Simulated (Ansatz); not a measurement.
**CHGaN (quartet): from a generated start to a stationary point**

Where does this start of CHGaN (quartet) end when it is relaxed?

Computed with Ansatz 0.2.0, Gaussian basis. Level: UKS PBE0/def2-TZVP.

**1. The system as given**

4 atoms, charge 0, spin multiplicity 4.

Atoms are counted from 1 here; the program's logs count them from 0.

Bond lengths: Ga1–C2 2.006 Å, C2–N3 1.303 Å, C2–H4 1.120 Å. Angles: Ga1–C2–N3 133.0°, Ga1–C2–H4 116.9°, N3–C2–H4 110.1°.

The start was built by rule and, where that kept it together, relaxed with GFN2-xTB. Sticks and bond lists go by distance. No spin-orbit coupling is included. 

**2. The run**

The input, in.yaml:

```yaml
crystal:
  periodic: [false, false, false]
  atoms:
    - {symbol: Ga, position_ang: [-0.696283, -0.116500, 0.001626]}
    - {symbol: C, position_ang: [1.189738, 0.566252, -0.005727]}
    - {symbol: N, position_ang: [2.350386, -0.026404, -0.002121]}
    - {symbol: H, position_ang: [1.325711, 1.678140, -0.014789]}
basis:
  gaussian: {orbitals: def2-TZVP}
magnetization: {spin_polarized: true, initial_magnetization: 3}
hamiltonian: {xc: pbe0}
relax: {f_tol: 0.004, max_steps: 80}
```

Launch:

```
$ ansatz run in.yaml --threads 1 --pin off --events-out ev --progress --plain --max-ram 2176MiB
```

Before running it: what results should come out? Wanted: energy gained; shift from the start; total energy; dipole moment; ⟨S²⟩.

The runs gave:

| quantity | value |
| --- | --- |
| steps | 12 |
| energy gained | 0.197 eV |
| shift from the start (rms) | 0.323 Å |
| total energy | -54907.3743 eV |
| dipole moment | 2.23 D |
| ⟨S²⟩ | 3.772 |

**Reading.** The bonds of the start are those of the end. Ga1–C2 went from 2.006 to 1.944 Å. No vibrations were run, so this is a stationary point, not a proven minimum, and this spin need not be the ground state's.
